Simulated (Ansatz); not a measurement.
# ClGeH3: the cost of one run

Method: RKS r2SCAN-D4/def2-SVP, in Ansatz 0.2.0.

### 1 The structure to begin with

Bond lengths: Ge1–Cl2 2.420 Å, Ge1–H3 1.750 Å, Ge1–H4 1.549 Å, Ge1–H5 1.549 Å. Angles: Cl2–Ge1–H3 50.3°, Cl2–Ge1–H4 122.7°, Cl2–Ge1–H5 122.7°, H3–Ge1–H4 120.2°, H3–Ge1–H5 120.2°, H4–Ge1–H5 109.5°.

Structure file:

```xyz
5

Ge    0.0000    0.0000    0.0000
Cl    1.3501    0.0000    2.0083
H     1.7410    0.0000    0.1780
H    -0.7300    1.2648   -0.5162
H    -0.7300   -1.2648   -0.5162
```

### 2 A restrained relaxation towards end A

Springs on the bonds that form and break draw the guess towards this end; the thresholds are loose.

input.yaml reads:

```yaml
crystal:
  periodic: [false, false, false]
  atoms:
    - { symbol: Ge, position_ang: [0.0, 0.0, 0.0] }
    - { symbol: Cl, position_ang: [1.3501, 0.0, 2.0083] }
    - { symbol: H, position_ang: [1.741, 0.0, 0.178] }
    - { symbol: H, position_ang: [-0.73, 1.2648, -0.5162] }
    - { symbol: H, position_ang: [-0.73, -1.2648, -0.5162] }
basis:
  gaussian: { orbitals: def2-SVP }
hamiltonian:
  xc: r2scan
  dispersion: d4
relax:
  f_tol: 0.15
  max_steps: 25
  restrain:
    - { distance: [1, 2], at: 2.57, k: 30.0 }
    - { distance: [0, 1], at: 2.22, k: 30.0 }
    - { distance: [0, 2], at: 1.55, k: 30.0 }
output:
  orbitals: {}
```

Launch:

```sh
$ ansatz run input.yaml --threads 1 --pin off --max-ram 2048MiB --backend cpu --events-out ev --progress --plain --runs-dir out
```

**Question.** How long does this run take on 1 thread of Arm Neoverse V2, shared host, and how much memory does it need?

About 17 s, with a peak of 0.12 GiB.
